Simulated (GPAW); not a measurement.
WS, 2 atoms in the cell. The structure is tetragonal, space group I4/mmm (No. 139). The conventional cell has a = 4.313 Å, b = 4.313 Å, c = 4.949 Å, α = 90.00°, β = 90.00°, γ = 90.00°. W (site symmetry 4/mmm) is surrounded by 2 S at 2.47 Å. S (site symmetry 4/mmm) is surrounded by 2 W at 2.47 Å. The cell was built by a generator and needn't be a form met in nature.

| Item | Value |
| --- | --- |
| Program | GPAW 26.7.0 |
| Task | single point |
| Functional | r2SCAN |
| Potentials or basis | GPAW PAW data sets (gpaw-data 1.2.1) |
| Cutoff | 600 eV |
| Basis | pw |
| k mesh | 8 × 8 × 8 |
| Occupations | fermi-dirac, width 0.05 eV |
| Spin | no spin polarisation |
| Hubbard terms | W d U = 5 eV |
| Maxiter | 150 |

Potentials or basis: GPAW PAW data sets (gpaw-data 1.2.1), pw.

Launch:

```console
$ OMP_NUM_THREADS=1 python run.py
```

Hardware: 1 thread of Arm Neoverse V2 (shared host).

Problem. Estimate the wall time of this run.

Solution. It took 3 min on 1 thread of Arm Neoverse V2, with other jobs on the host, peak memory 0.32 GiB. Counts: scf iterations 19, plane waves 1554, bands 20, k points 59.
